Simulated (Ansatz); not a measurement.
# One shape, several levels: [SnH3]− (SMILES [H][Sn-]([H])[H])

We compute a comparison of 6 runs (BHLYP/STO-3G, BLYP/STO-3G, PBE0/STO-3G, UPBE0/STO-3G, MP2/STO-3G, UCCSD(T)/STO-3G) of [SnH3]−. 

The calculation is run with Ansatz 0.2.0.

1 further run of the same task is left out (set aside as unsound or not needed).

### Step 1. The system as given

[SnH3]− has 4 atoms, charge -1, and is taken as a singlet. As SMILES, `[H][Sn-]([H])[H]`. The H4–Sn1 distance was set to 3.897 Å, away from the relaxed value. At this shape a bond of the SMILES string is far longer than usual.

Bond lengths: Sn1–H2 1.948 Å, Sn1–H3 1.948 Å. Angles: H2–Sn1–H3 93.3°.

### Step 2. The energy at BHLYP/STO-3G (run 1)

Contents of run.yaml:

```yaml
crystal:
  periodic: [false, false, false]
  atoms:
    - symbol: Sn
      position_ang: [0.831780, 1.416101, 1.842950]
    - symbol: H
      position_ang: [2.475950, 1.376771, 0.799630]
    - symbol: H
      position_ang: [0.051300, 2.842881, 0.770870]
    - symbol: H
      position_ang: [-0.844540, -1.404640, -0.259610]
basis:
  gaussian: {orbitals: STO-3G}
total_charge: -1
hamiltonian: {xc: {name: BHLYP}}
accuracy: high
```

Started as:

```sh
ansatz run run.yaml --threads 1 --pin off --max-ram 2610MiB --events-out events.jsonl --progress --plain --runs-dir runs
```

Log:

```text
Warning: RAYON_NUM_THREADS=1 ignored (pool sized by the plan → 1); use --threads N
Functional definition: BHLYP
  name "BHLYP"
  parameter a = 0.5
  exchange = (1 - a)*b88_x + a*exact_x
  correlation = lyp_c
513 factors; integrals over basis functions are off by at most 4.8e-9 eV
mean field evaluation 1: about -162364.4407 eV, gradient 8.6e0 eV
mean field evaluation 2: about -162348.8349 eV, gradient 1.6e1 eV
mean field evaluation 4: about -162365.5840 eV, gradient 7.3e0 eV
mean field evaluation 8: about -162365.5600 eV, gradient 7.2e0 eV
mean field evaluation 16: about -162367.1345 eV, gradient 4.4e-8 eV
mean field -162367.13451353 eV, -5966.8821369758 hartree, gradient 4.4e-8 eV, S^2 0.000000; 0 other end points of the search recorded, 0 dependent functions left out
reference -162367.13453451 eV, -5966.8821377465 hartree; 27, 27 occupied and 3, 3 virtual orbitals, 513 factors
Total energy: -162367.13453451 eV, -5966.8821377465 hartree
```

Run time: 0.62 s. Hardware: 1 thread of AMD EPYC 9R45 (Zen 5), shared host; peak memory 0.12 GiB.

### Step 3. The energy at BLYP/STO-3G (run 2)

Contents of molecule.yaml:

```yaml
crystal:
  periodic: [false, false, false]
  atoms:
    - {symbol: Sn, position_ang: [0.831780, 1.416101, 1.842950]}
    - {symbol: H, position_ang: [2.475950, 1.376771, 0.799630]}
    - {symbol: H, position_ang: [0.051300, 2.842881, 0.770870]}
    - {symbol: H, position_ang: [-0.844540, -1.404640, -0.259610]}
basis:
  gaussian:
    orbitals: STO-3G
total_charge: -1
hamiltonian:
  xc: {name: BLYP}
accuracy: high
```

Started as:

```sh
ansatz run molecule.yaml --threads 1 --pin off --max-ram 2610MiB --events-out events.jsonl --progress --plain --runs-dir runs
```

Log:

```text
Warning: RAYON_NUM_THREADS=1 ignored (pool sized by the plan → 1); use --threads N
Functional definition: BLYP
  name "BLYP"
  parameter beta = 0.0042
  parameter a = 0.04918
  parameter b = 0.132
  parameter c = 0.2533
  parameter d = 0.349
  exchange = b88_x(beta = beta)
  correlation = lyp_c(a = a, b = b, c = c, d = d)
513 factors; integrals over basis functions are off by at most 4.8e-9 eV
mean field evaluation 1: about -162355.2679 eV, gradient 1.2e1 eV
mean field evaluation 2: about -162337.5428 eV, gradient 2.6e1 eV
mean field evaluation 4: about -162357.0087 eV, gradient 2.1e1 eV
mean field evaluation 8: about -162356.9597 eV, gradient 2.1e1 eV
mean field evaluation 16: about -162359.7543 eV, gradient 1.9e-7 eV
mean field -162359.75430909 eV, -5966.6109194649 hartree, gradient 3.2e-9 eV, S^2 0.000000; 0 other end points of the search recorded, 0 dependent functions left out
reference -162359.75435035 eV, -5966.6109209811 hartree; 27, 27 occupied and 3, 3 virtual orbitals, 513 factors
Total energy: -162359.75435035 eV, -5966.6109209811 hartree
```

Run time: 0.7 s. Hardware: 1 thread of AMD EPYC 9R45 (Zen 5), shared host.

Runs 3 to 5 aren't shown in full; the table further down has their settings and results.

### Step 4. A single-point energy at UCCSD(T)/STO-3G (run 6)

molecule.yaml: that of step 3 with these lines changed.

```diff
@@ -11,4 +11,10 @@
 total_charge: -1
-hamiltonian:
-  xc: {name: BLYP}
+magnetization:
+  spin_polarized: true
+  initial_magnetization: 0
+correlation:
+  method: ccsd_t
+  frozen_orbitals: {H: 0, Sn: 18}
 accuracy: high
+scf:
+  omitted_lower_state_checks: [cluster_reference, increment]
```

Started as:

```sh
ansatz run molecule.yaml --threads 1 --pin off --max-ram 2610MiB --events-out events.jsonl --progress --plain --runs-dir runs
```

Log:

```text
Warning: RAYON_NUM_THREADS=1 ignored (pool sized by the plan → 1); use --threads N
[... 13 lines left out ...]
18 core orbitals not correlated: weight in the atoms' cores, before any rotation towards them, 1.000 or more for the frozen orbitals, at most 0.000 for the correlated occupied ones
[... 34 lines left out ...]
Total energy: -162307.85415133 eV, -5964.7036238463 hartree
Checks for a lower state left out: cluster_reference, increment
```

Run time: 0.56 s. Hardware: 1 thread of AMD EPYC 9R45 (Zen 5), shared host.

### Step 5. All runs side by side

```
run            level  frozen core orbitals   energy (Eh)  wall time
  1     BHLYP/STO-3G                     –  -5966.882138     0.62 s
  2      BLYP/STO-3G                     –  -5966.610921      0.7 s
  3      PBE0/STO-3G                     –  -5966.443231     0.68 s
  4     UPBE0/STO-3G                     –  -5966.475583      1.8 s
  5       MP2/STO-3G                    18  -5964.637193     0.32 s
  6  UCCSD(T)/STO-3G                    18  -5964.703624     0.56 s
```

### Step 6. Outcome

```
                                           quantity           value
                                run 6: total energy  -5964.70362 Eh
run 6: correlation energy (18 core orbitals frozen)       -46.2 mEh
                              run 6: (T) correction       -0.14 mEh
           run 6: ⟨S²⟩ of the reference determinant           1.004
                               run 6: T1 diagnostic           0.011
```

Totals of different functionals can't be ranked against each other. In run 5 the log says that unrestricted orbitals would lower the reference, so the values rest on an unstable closed-shell determinant (other closed-shell runs at this shape may share the fault). In runs 1, 2, 3, 4, 5, 6 the basis is minimal, so the values are rough. In runs 1, 2, 3, 4, 5, 6 relativity is left out where basis or elements ask for it. Spin contamination of the reference: run 6 ⟨S²⟩ = 1.00, run 4 ⟨S²⟩ = 0.76. Where it is this large, the reference is a mixture of spin states, and values that rest on it are in doubt. All runs together took 4.7 s, the longest 1.8 s.
